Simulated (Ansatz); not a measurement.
**CH₃F₂OTa: up Jacob's ladder to CCSD(T)**

The task here is to estimate one member of a computed series from the others.

Method: functionals in def2-TZVPP, the program's frozen cores in correlated methods; program: Ansatz 0.2.0, Gaussian basis.

The runs, in order: LDA (SPW92), PBE-D4, revPBE-D4, BLYP-D4, r2SCAN-D4, B97M-V, PBE0-D4, B3LYP-D4, r2SCANh-D4, r2SCAN0-D4, HSE06-D4, BHLYP-D4, CAM-B3LYP-D4, LC-ωPBE, ωB97X-V, ωB97M-V, B2PLYP, PBE-QIDH; CCSD(T)/def2-SVP; CCSD(T)/def2-TZVPP; MP2/def2-QZVPP; extrapolation to the limit; RPA on PBE.

### The geometry

An earlier PBE0-D4 in a triple-zeta def2 set relaxation fixed the geometry. Ta takes the def2 core potential; no spin-orbit term is included.

8 atoms, charge 0, spin multiplicity 1.

Atoms are counted from 1 here; the program's logs count them from 0.

Bond lengths: C1–Ta2 2.142 Å, C1–H6 1.095 Å, C1–H7 1.094 Å, C1–H8 1.094 Å, Ta2–O3 1.710 Å, Ta2–F4 1.874 Å, Ta2–F5 1.874 Å. Angles: Ta2–C1–H6 111.2°, Ta2–C1–H7 110.2°, Ta2–C1–H8 110.2°, H6–C1–H7 108.8°, H6–C1–H8 108.8°, H7–C1–H8 107.4°, C1–Ta2–O3 103.4°, C1–Ta2–F4 107.9°, C1–Ta2–F5 107.9°, O3–Ta2–F4 109.8°, O3–Ta2–F5 109.8°, F4–Ta2–F5 117.0°.

Set-up of the first run:

The input, in.yaml:

```yaml
crystal:
  periodic: [false, false, false]
  atoms:
    - {symbol: C, position_ang: [-0.929874, -0.081286, 0.596465]}
    - {symbol: Ta, position_ang: [0.854835, 0.066409, -0.578582]}
    - {symbol: O, position_ang: [2.097518, -0.278686, 0.544281]}
    - {symbol: F, position_ang: [0.794302, -1.270368, -1.890674]}
    - {symbol: F, position_ang: [1.009360, 1.836771, -1.173765]}
    - {symbol: H, position_ang: [-1.820276, 0.117847, -0.008950]}
    - {symbol: H, position_ang: [-1.015364, -1.081982, 1.031161]}
    - {symbol: H, position_ang: [-0.898302, 0.634097, 1.424065]}
basis:
  gaussian: {orbitals: def2-TZVPP}
hamiltonian: {xc: lda}
output: {orbitals: {seedname: orbitals}}
```

Command:

```
$ ansatz run in.yaml --threads 2 --pin off --events-out ev --progress --plain --max-ram 22528MiB --backend cpu
```

Steps of the session up to this table: LDA; PBE-D4 (GGA); revPBE-D4 (GGA); BLYP-D4 (GGA); r2SCAN-D4 (meta-GGA); B97M-V (meta-GGA); PBE0-D4 (hybrid); B3LYP-D4 (hybrid); r2SCANh-D4 (hybrid); r2SCAN0-D4 (hybrid); HSE06-D4 (hybrid); BHLYP-D4 (hybrid); CAM-B3LYP-D4 (range-separated); LC-ωPBE (range-separated); ωB97X-V (range-separated); ωB97M-V (range-separated); B2PLYP (double hybrid); PBE-QIDH (double hybrid).

One of the session's tables, all rows but one given; the rest of the session is left out.

It belongs to the step «Frontier levels by functional». 

| functional | HOMO (eV) | LUMO (eV) | gap (eV) |
| --- | --- | --- | --- |
| LDA (SPW92) | -7.99 | -2.86 | 5.13 |
| PBE-D4 | -7.77 | -2.55 | 5.22 |
| revPBE-D4 | -7.69 | -2.43 | 5.26 |
| BLYP-D4 | -7.65 | -2.48 | 5.18 |
| r2SCAN-D4 | -8.07 | -2.37 | 5.71 |
| B97M-V | -8.12 | -2.34 | 5.79 |
| PBE0-D4 | -9.20 | -1.66 | 7.54 |
| B3LYP-D4 | -8.96 | -1.94 | 7.02 |
| r2SCANh-D4 | -8.61 | -2.04 | 6.56 |
| r2SCAN0-D4 | -9.40 | -1.54 | 7.86 |
| HSE06-D4 | -8.79 | -2.04 | 6.75 |
| BHLYP-D4 | -10.51 | -0.66 | 9.85 |
| CAM-B3LYP-D4 | -10.62 | -0.54 | 10.08 |
| LC-ωPBE | -11.99 | 0.78 | 12.77 |
| ωB97X-V | -11.62 | 0.65 | 12.27 |
| ωB97M-V | ? | ? | ? |

Estimate the missing values for ωB97M-V.

**Answer.** HOMO (eV): -11.49; LUMO (eV): 0.55; gap (eV): 12.05. In the column «HOMO (eV)» it lies between ωB97X-V (-11.62) and CAM-B3LYP-D4 (-10.62).
